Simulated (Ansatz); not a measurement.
# GdVH3: the cost of one run

Program: Ansatz 0.2.0. Level of theory: reference: DFT PBE, plane waves, PAW, scalar-relativistic, collinear spin. These are calculated values, not measurements.

## 1. The system as given

It takes space group Pm-3m (No. 221, cubic). The conventional cell has a = 3.662 Å, b = 3.662 Å, c = 3.662 Å, α = 90.00°, β = 90.00°, γ = 90.00°. V (site symmetry m-3m) is surrounded by 6 H at 1.83 Å. H (site symmetry 4/mmm) is surrounded by 2 V at 1.83 Å and 4 Gd at 2.59 Å. Around Gd (site symmetry m-3m) lie 12 H at 2.59 Å.

Structure file:

```
V H Gd
1.0
     3.66150    0.00000    0.00000
     0.00000    3.66150    0.00000
     0.00000    0.00000    3.66150
V H Gd
1 3 1
Direct
  0.00000 0.00000 0.00000
  0.50000 0.00000 0.00000
  0.00000 0.50000 0.00000
  0.00000 0.00000 0.50000
  0.50000 0.50000 0.50000
```

## 2. Reference

input.yaml reads:

```yaml
crystal:
  lattice:
    - [3.66150115, 0.0, 0.0]
    - [0.0, 3.66150115, 0.0]
    - [0.0, 0.0, 3.66150115]
  atoms:
    - { symbol: V, position: [0.0, 0.0, 0.0], spin: 0.4 }
    - { symbol: H, position: [0.5, 0.0, 0.0] }
    - { symbol: H, position: [0.0, 0.5, 0.0] }
    - { symbol: H, position: [0.0, 0.0, 0.5] }
    - { symbol: Gd, position: [0.5, 0.5, 0.5], spin: -6.9 }
kpoints:
  mp_grid: { grid: [5, 5, 5], shift: [0, 0, 0] }
magnetization:
  spin_polarized: true
scf:
  occupations: { method: methfessel_paxton, width: 0.0479 }
hamiltonian:
  pseudopotentials: { kind: paw }
  xc: pbe
basis:
  ecutwfc: 420
output:
  forces: true
  stress: true
  eigenvalues: true
relax:
  max_steps: 40
  cell: {}
```

On the command line:

```
$ ansatz run input.yaml --threads 1 --pin off --max-ram 2560MiB --backend cpu --events-out ev --progress --plain --runs-dir out
```

**Question.** How long does this run take on 1 thread of an x86-64 CPU, shared host, and how much memory does it need?

About 5.8 s, with a peak of 0.4 GiB.
